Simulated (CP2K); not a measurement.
# Hf under changes of volume

One of the cells (22.380 Å³/atom); the others are scaled copies at fixed shape and fractional positions:

```
Hf
1.0
     3.19670    0.00000    0.00000
    -1.59835    2.76842    0.00000
     0.00000    0.00000    5.05780
Hf
2
Direct
  0.66667 0.33333 0.75000
  0.33333 0.66667 0.25000
```

* Program: CP2K 2026.2
* Functional: PBEsol
* Potentials or basis: POTENTIAL_UZH Hf GTH-PBE-q12; TZVP-MOLOPT-PBE-GTH basis
* Density cutoff: 6123 eV
* k mesh: 10 × 10 × 5
* Occupations: fermi-dirac, width 0.05 eV
* Spin: no spin polarisation

```csv
volume (Å³/atom),energy over the lowest point (meV/atom),pressure (GPa)
21.037,?,?
21.485,1.20,1.6
21.933,0.00,-0.7
22.380,5.34,-2.9
22.828,16.42,-4.9
23.276,32.74,-6.6
23.723,53.78,-8.3
```

What does the run at 21.037 Å³/atom give?

Energy over the lowest point 8.64 meV/atom; pressure 4.2 GPa.

Worked out: A Birch-Murnaghan fit of order 3 (a polynomial in V^(-2/3)) to the other rows has its minimum at 21.78 Å³/atom with B0 = V·E''(V) = 116 GPa and B' = 4.1 at fixed shape and positions, which overstates the stiffness. It gives 9.53 meV/atom at 21.037 Å³/atom, against the run's 8.64, and -dE/dV = 4.4 GPa, against 4.2.

Energies are extrapolated to zero smearing.

Caveats: the potentials were made for another functional, which shifts forces and pressure; the basis of atomic orbitals isn't converged, which shifts pressures, moduli and gaps.
